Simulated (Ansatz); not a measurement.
# C2H2FSi (charge +1): a nudged elastic band in two tries

Aim: a band of images between two relaxed ends for this system. SMILES of the start: FCC#[Si+].

All numbers below are computed with Ansatz 0.2.0 (UKS PBE0/6-31G).

### 1 The starting structure

Bond lengths: F1–C2 1.416 Å, C2–C3 1.432 Å, C3–Si4 1.844 Å, C2–H5 1.107 Å, C2–H6 1.107 Å. Angles: F1–C2–C3 111.5°, F1–C2–H5 109.1°, F1–C2–H6 109.1°, C3–C2–H5 110.5°, C3–C2–H6 110.5°, H5–C2–H6 105.9°, C2–C3–Si4 168.6°.

Structure file:

```xyz
6

F     1.3699    0.1587    0.8674
C     0.1560    0.5018    0.2243
C    -0.4335   -0.6305   -0.4249
Si   -0.9005   -2.2686   -1.1319
H     0.3495    1.3110   -0.5059
H    -0.5415    0.9276    0.9710
```

### 2 First attempt

File input.yaml:

```yaml
crystal:
  periodic: [false, false, false]
  atoms:
    - { symbol: F, position_ang: [1.369886, 0.158653, 0.867437] }
    - { symbol: C, position_ang: [0.156041, 0.501822, 0.224251] }
    - { symbol: C, position_ang: [-0.433475, -0.630464, -0.424878] }
    - { symbol: Si, position_ang: [-0.900502, -2.268598, -1.131937] }
    - { symbol: H, position_ang: [0.349539, 1.31099, -0.505876] }
    - { symbol: H, position_ang: [-0.541479, 0.927598, 0.970993] }
total_charge: 1
magnetization:
  spin_polarized: true
basis:
  gaussian: { orbitals: "6-31G" }
hamiltonian:
  xc: pbe0
neb:
  order_check: false
  images: 9
  f_tol: 0.05
  max_iterations: 8
  final_atoms:
    - { symbol: H, position_ang: [0.34152479, 1.37843957, 0.9411547] }
    - { symbol: H, position_ang: [-0.88034279, 0.67704517, -1.15504846] }
    - { symbol: Si, position_ang: [-0.36453157, -1.83020783, -1.11249545] }
    - { symbol: C, position_ang: [-0.34853937, -0.06734443, -0.5580862] }
    - { symbol: C, position_ang: [0.28846932, 0.36594618, 0.55509032] }
    - { symbol: F, position_ang: [0.96342963, -0.52387767, 1.3293751] }
  initial_path: idpp
```

The run is started by

```sh
$ ansatz run input.yaml --threads 1 --pin off --max-ram 2048MiB --backend cpu --events-out ev --progress --plain --runs-dir out
```

Before running it: what results should come out? Wanted: first try.

As calculated:

| quantity | value |
| --- | --- |
| first try | refused |
| cause | the second end lists its atoms in reverse order, and the band pairs atoms by their place in the list |

**Reading.** The fault in the first input was caught at the input check and cost nothing.
